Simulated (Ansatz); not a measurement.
# Ge2H+ (singlet): the correlation ladder, cc-pVDZ

An exercise on one series of results from a longer session: the logs are not shown, and one member is left open.

Program: Ansatz 0.2.0, Gaussian basis. Level of theory: cc-pVDZ, core rule «outside noble gas», up to 28 orbitals frozen. These are calculated values, not measurements.

The runs, in order: UHF; CCSD(T) on RHF; CCSD(T) on UHF; BCCD(T) on RHF; CISD; CCSDT(Q) on RHF; CCSDT(Q) on UHF; CCSDTQ on RHF; CCSDTQ on UHF; CASSCF and MRCISD+Q, 8 electrons in 9 orbitals; CASSCF and NEVPT2, 8 electrons in 9 orbitals.

5 further runs of the same task are left out: 5 set aside as unsound or not needed.

### The geometry

The geometry is a PBE0/def2-TZVP stationary point (not a proven minimum) of the parent state, kept for this charge and spin. No spin-orbit coupling is included. The filled d shell of Ge may be among the frozen orbitals whatever the setting's name suggests; the logs give the count.

3 atoms, charge 1, spin multiplicity 1.

Atoms are counted from 1 here; the program's logs count them from 0.

Bond lengths: Ge1–Ge2 2.365 Å, Ge1–H3 1.787 Å, Ge2–H3 1.787 Å. Angles: Ge2–Ge1–H3 48.6°, Ge1–Ge2–H3 48.6°, Ge1–H3–Ge2 82.9°.

Set-up of the first run:

in.yaml reads:

```yaml
crystal:
  periodic: [false, false, false]
  atoms:
    - {symbol: Ge, position_ang: [0.000000, -0.446640, 1.182358]}
    - {symbol: Ge, position_ang: [0.000000, -0.446640, -1.182358]}
    - {symbol: H, position_ang: [0.000000, 0.893279, 0.000000]}
basis:
  gaussian: {orbitals: cc-pVDZ}
total_charge: 1
magnetization: {spin_polarized: true, initial_magnetization: 0}
hamiltonian: {xc: hf}
output: {orbitals: {seedname: orbitals}}
```

On the command line:

```console
> ansatz run in.yaml --threads 1 --pin off --events-out ev --progress --plain --max-ram 2560MiB --backend cpu
```

Steps of the session up to this table: UHF; CCSD(T) on RHF; CCSD(T) on UHF; BCCD(T) on RHF; CISD; CCSDT(Q) on RHF; CCSDT(Q) on UHF; CCSDTQ on RHF; CCSDTQ on UHF; CASSCF and MRCISD+Q, 8 electrons in 9 orbitals; CASSCF and NEVPT2, 8 electrons in 9 orbitals.

One of the session's tables, all rows but one given; the rest of the session is left out.

It belongs to the step «Misses and costs». 

```
          method  from RCCSDTQ (kcal/mol)
             RHF                  +106.58
            RMP2                   +27.88
            CISD                   +13.14
           RCCSD                    +5.42
        RCCSD(T)                    +1.94
         BCCD(T)                    +1.93
          RCCSDT                    +0.63
       RCCSDT(Q)                    +0.16
         RCCSDTQ                        0
  CASSCF valence                        ?
  NEVPT2 valence                   +15.68
  MRCISD valence                    +4.53
MRCISD+Q valence                    +1.67
```

Q: Estimate the row for CASSCF valence from the others.

The run gave: from RCCSDTQ (kcal/mol): +55.09. In the column «from RCCSDTQ (kcal/mol)» it lies between RMP2 (+27.88) and RHF (+106.58).

To keep in mind: Left out of the table: UHF, UMP2, UCCSD, UCCSD(T), UCCSDT, UCCSDT(Q), UCCSDTQ (another determinant or state than the rows shown).
